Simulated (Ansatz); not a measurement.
Sn, space group Im-3m: cell relaxations under several functionals, run with Ansatz's Python interface.

Contents of `POSCAR_sn`:
```text
Sn
1.0
  -1.89465182    1.89465182    1.89465182
   1.89465182   -1.89465182    1.89465182
   1.89465182    1.89465182   -1.89465182
Sn
1
Direct
   0.00000000    0.00000000    0.00000000
```

Script `sn_lattice.py`:
```python
'''How the lattice of Sn depends on the functional.'''

import ansatz as az
from ase.io import read
import numpy as np

def edges_and_angles(cell):
    cell = np.asarray(cell)
    a, b, c = np.linalg.norm(cell, axis=1)
    cosines = cell[1] @ cell[2] / (b * c), cell[0] @ cell[2] / (a * c), cell[0] @ cell[1] / (a * b)
    return (a, b, c, *np.degrees(np.arccos(cosines)))

atoms = read('POSCAR_sn', format='vasp')
structure = az.Crystal.from_ase(atoms)

job = structure.calculation()
job = job.occupations('fermi_dirac', width=150 * az.meV).kpoints(density=5.1)
job = job.relax(cell=True)

levels = [('lda', 'none'), ('pbesol', 'none'), ('pbesol', 'd3bj')]
print('level            a       b       c    alpha   beta  gamma  V/atom  steps')
for name, dispersion in levels:
    seen = []
    run = job.functional(name, dispersion=dispersion).session().plan()
    out = run.execute(on_event=lambda e: seen.append(e) if e['event'] == 'relax_step' else None)
    cell = out.lattice.cell_ang
    label = name if dispersion == 'none' else f'{name}+{dispersion}'
    print('{:13s} {:7.4f} {:7.4f} {:7.4f} {:6.2f} {:6.2f} {:6.2f}'.format(label, *edges_and_angles(cell)), f'{abs(np.linalg.det(cell)) / len(out.lattice.sites):7.3f} {len(seen):5d}')
```

Rank the levels of theory by the volume of the relaxed cell.

From smallest to largest: PBEsol+D3BJ (24.94 Å³ an atom, -8.3 % against the start), LDA (25.46 Å³ an atom, -6.4 % against the start) and PBEsol (26.13 Å³ an atom, -4.0 % against the start). The spread is 4.8 % in volume.

The run itself:

Output of `python sn_lattice.py`:
```text
level            a       b       c    alpha   beta  gamma  V/atom  steps
DeckWarning: basis.ecutwfc = 420 eV, auto-derived from the records' recommended cutoffs: set by Sn (normal level)
lda            3.2098  3.2098  3.2098 109.47 109.47 109.47  25.458     5
pbesol         3.2378  3.2378  3.2378 109.47 109.47 109.47  26.129     4
pbesol+d3bj    3.1878  3.1878  3.1878 109.47 109.47 109.47  24.937     5
```
(Warnings from the package without file and line.)

Caveats:
- Dispersion corrections can be off by several per cent in the lattices of metals, and by several GPa in the pressure at a fixed cell.
- Edges and angles are those of the cell as typed, here a primitive one, not of the conventional cell.
- This isn't the structure that Sn takes at ambient conditions.
- It ran for 16 s on 1 thread of Intel(R) Xeon(R) Processor @ 2.30GHz, on a shared host, peak memory 0.58 GiB.
